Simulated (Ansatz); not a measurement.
What does this script print? It uses Ansatz's Python interface.

The script, `scan_ch4clgeo.py`:
```python
"""Potential curve of CH4ClGeO along one bond."""

import ansatz as az
import numpy as np

GEOMETRY = """
C     0.57960    0.97320   -0.34450
O     0.56100    0.06460    0.67480
Ge   -0.41140   -1.36130    0.11030
Cl   -2.40980   -1.02550    0.50940
H     1.00930    0.61690   -1.29950
H    -0.51040    1.36940   -0.56170
H     1.13790    1.90990   -0.03150
H     0.13590   -2.60420    0.88690
"""

geometry = az.Crystal.molecule()
for line in GEOMETRY.strip().splitlines():
    symbol, *xyz = line.split()
    geometry = geometry.atom(symbol, [float(v) for v in xyz])

symbols = [site.symbol for site in geometry.cartesian_sites]
start = np.array([site.position_ang for site in geometry.cartesian_sites])
axis = (start[3] - start[2]) / np.linalg.norm(start[3] - start[2])
moving = [3]
lengths, energies = [1.818, 1.9, 1.983, 2.065, 2.148, 2.231, 2.313, 2.437], []
for length in lengths:
    xyz = start.copy()
    xyz[moving] += (length - np.linalg.norm(start[3] - start[2])) * axis
    point = az.Crystal.molecule()
    for symbol, place in zip(symbols, xyz):
        point = point.atom(symbol, place.tolist())
    calculation = (
        point.calculation()
        .basis(gaussian="def2-SVP")
        .correlation("mp2")
        .spin("collinear", total=1)
    )
    rep = calculation.run(threads=1, backend="cpu").report
    energies.append(rep["free_energy_ev"])
    print(f"r = {length:6.3f} A  E = {energies[-1]:.5f} eV  <S^2> = {abs(rep['mean_field']['state']['spin_squared']):.3f}")

# quartic fit about the minimum
fit = np.polynomial.Polynomial.fit(lengths, np.array(energies) - min(energies), 4).convert()
roots = [r.real for r in fit.deriv().roots() if abs(r.imag) < 1e-9 and fit.deriv(2)(r.real) > 0]
r_e = min(roots, key=lambda r: abs(r - lengths[int(np.argmin(energies))]))
print(f"minimum of the fit at {r_e:.4f} A, force constant {fit.deriv(2)(r_e):.2f} eV/A^2")
```

Running `python scan_ch4clgeo.py` prints:
```text
r =  1.818 A  E = -72111.42102 eV  <S^2> = 0.754
r =  1.900 A  E = -72112.23544 eV  <S^2> = 0.754
r =  1.983 A  E = -72112.72417 eV  <S^2> = 0.755
r =  2.065 A  E = -72112.97021 eV  <S^2> = 0.755
r =  2.148 A  E = -72113.04925 eV  <S^2> = 0.756
r =  2.231 A  E = -72113.00819 eV  <S^2> = 0.756
r =  2.313 A  E = -72112.88618 eV  <S^2> = 0.757
r =  2.437 A  E = -72112.60459 eV  <S^2> = 0.760
minimum of the fit at 2.1551 A, force constant 16.39 eV/A^2
```

Total energies depend on the basis set; only differences at equal settings carry meaning. The rest of the molecule is held rigid at a force-field or estimated start geometry, and the basis set is modest; single-reference methods fail as a bond breaks. The run takes the species as open-shell (spin multiplicity 2), which needn't be its ground state. S² is that of the Hartree-Fock reference. Wall time of the script: 28 s on 1 thread of Arm Neoverse V1 (shared host), peak memory 0.32 GiB.
